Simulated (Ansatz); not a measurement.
# SrCd (CsCl type): equation of state and elastic constants

One table from this session's results is given with a row withheld; the runs are named, their logs left out.

Program: Ansatz 0.2.0. Level of theory: DFT PBEsol, scalar-relativistic, plane waves, PAW. These are calculated values, not measurements.

## The starting structure

The structure is cubic, space group Pm-3m (No. 221). The conventional cell has a = 3.973 Å, b = 3.973 Å, c = 3.973 Å, α = 90.00°, β = 90.00°, γ = 90.00°. Sr (site symmetry m-3m) is surrounded by 8 Cd at 3.44 Å. Cd (site symmetry m-3m) has 8 Sr at 3.44 Å as nearest neighbours.

Structure file:

```xyz
2
Lattice="3.9725 0.0000 0.0000 0.0000 3.9725 0.0000 0.0000 0.0000 3.9725" Properties=species:S:1:pos:R:3 pbc="T T T"
Sr    0.0000    0.0000    0.0000
Cd    1.9863    1.9863    1.9863
```

This cell comes from an earlier session at PBEsol: 31.345 Å³/atom at 0.00 GPa, on a 8×8×8 mesh.

Volume factors to run: 0.980, 1.020, 0.960, 1.040.

The first run:

File input.yaml:

```yaml
crystal:
  lattice:
    - [3.9458731366, 0.0, 0.0]
    - [0.0, 3.9458731366, 0.0]
    - [0.0, 0.0, 3.9458731366]
  atoms:
    - { symbol: Sr, position: [0.0, 0.0, 0.0] }
    - { symbol: Cd, position: [0.5, 0.5, 0.5] }
basis:
  ecutwfc: 420
  ecutrho_ratio: 4
kpoints:
  mp_grid: { grid: [8, 8, 8] }
hamiltonian:
  xc: pbesol
scf:
  occupations: { method: gaussian, width: 0.05 }
output:
  forces: true
  stress: true
  eigenvalues: true
```

Among the steps run: Volume × 0.980; Scaling the volume by 1.020; Volume × 0.960; Scaling the volume by 1.040.

One table of the session follows, with a row left open; its other results are not shown here.

It belongs to the step «The fit». 

```
volume (Å³/atom)  energy (meV/atom)  pressure (GPa)
          30.092               4.98            1.31
          30.718                  ?               ?
          31.345               0.00            0.00
          31.972               1.08           -0.56
          32.599               4.22           -1.05
```

Estimate the missing values for volume (Å³/atom) = 30.718.

Worked estimate for «energy (meV/atom)». A straight line through the neighbours (30.092, 4.98) and (31.345, 0.00) gives 4.98 + (0.00 − 4.98) × (30.718 − 30.092) / (31.345 − 30.092) = 2.49; a parabola fitted to 3 rows on both sides gives 1.30.

**Answer.** energy (meV/atom): 1.21; pressure (GPa): 0.62. In «energy (meV/atom)» the line misses by +1.28 and the parabola by +0.09.
